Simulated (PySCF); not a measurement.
# Ge3H8 (Ge(GeH3)2H2): the cost of one run

Programs: PySCF 2.14.0, with density-fitted response routines of our own. Each step states its level of theory. These are calculated values for one molecule in the gas phase, unless marked as measured. Atoms count from 0, in the outputs and in this text.

1 further run of the same task is left out (it didn't finish).

**1. Starting geometry**

11 atoms, charge 0, multiplicity 1; geometry from: GFN2-xTB. The atoms were then displaced at random by about 0.03 Å, so the start is not that level's minimum.

Bonds of the start (Å): Ge0–Ge1 2.37, Ge0–Ge5 2.32, Ge0–H9 1.60, Ge0–H10 1.50, Ge1–H2 1.47, Ge1–H3 1.39, Ge1–H4 1.49, Ge5–H6 1.54, Ge5–H7 1.53, Ge5–H8 1.44.

**2. Geometry optimisation at PBE0-D3(BJ)/def2-SVP**

Job settings and geometry (Å):

```
{"job": {"xc": "PBE0", "basis": "def2-SVP", "d3": "d3bj", "grid": 1, "maxiter": 40, "shake": 0.03, "kind": "geom"}, "charge": 0, "multiplicity": 1}
Ge    -0.679160    -0.074280    -0.511970
Ge    -0.913570    -0.027850     1.844820
H     -0.397780    -1.265430     2.448670
H     -2.202850     0.096200     2.352200
H     -0.159360     1.092830     2.469510
Ge     1.438720     0.026850    -1.462890
H      2.270520    -1.225630    -1.128880
H      2.342500     1.170110    -0.988630
H      1.466010     0.129160    -2.894060
H     -1.527100     1.171820    -1.038650
H     -1.539880    -1.179280    -1.059220
```

Command:

```console
> OMP_NUM_THREADS=1 python probes_run.py task.json out
```

One launch serves the whole session: the jobs run in the order shown.

**Question.** How long does this first job take on 1 thread of Arm Neoverse V2, shared host, and how much memory does it need?

About 69 s, with a peak of 0.56 GiB.
